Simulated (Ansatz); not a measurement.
TeRu:

```xyz
2
Lattice="3.7951 0.0000 0.0000 -1.8975 3.2866 0.0000 0.0000 0.0000 3.7038" Properties=species:S:1:pos:R:3 pbc="T T T"
Ru    0.0000    0.0000    0.0000
Te    1.8975    1.0955    1.8519
```

The cell comes from a database or a generator and needn't be the stable form of this composition.

Base run:

```yaml
Program: Ansatz 0.2.0
Functional: PBEsol
Potentials_or_basis: Ansatz PAW
Cutoff: "420 eV (not typed: the program's choice for these potentials)"
k_mesh: 6 × 6 × 5
Occupations: gaussian, width 0.05 eV
Spin: collinear spin, ferromagnetic start
Starting_moments: "[1.0, 0.0] μB"
Hubbard_terms: Ru d U = 4 eV
```

Its results: band gap on the k mesh none (metal or under the smearing width); pressure -10.7 GPa; net moment 1.71 μB per cell.

The run is repeated on the same cell with these changes: spin from collinear spin, ferromagnetic start to non-collinear spin, random start; moments at the start from [1.0, 0.0] to [0.17, 0.33, -0.44, -0.0, -0.0, -0.0]. What comes out?

Band gap on the k mesh none (metal or under the smearing width); pressure -2.2 GPa; net moment 2.06 μB per cell.

Caveats: the magnetic or orbital state may not be the lowest; the PAW data sets come from PBE, with cores solved anew for the run's functional, which leaves a small shift of forces and pressure; the U is typed as a test and isn't derived for this compound.
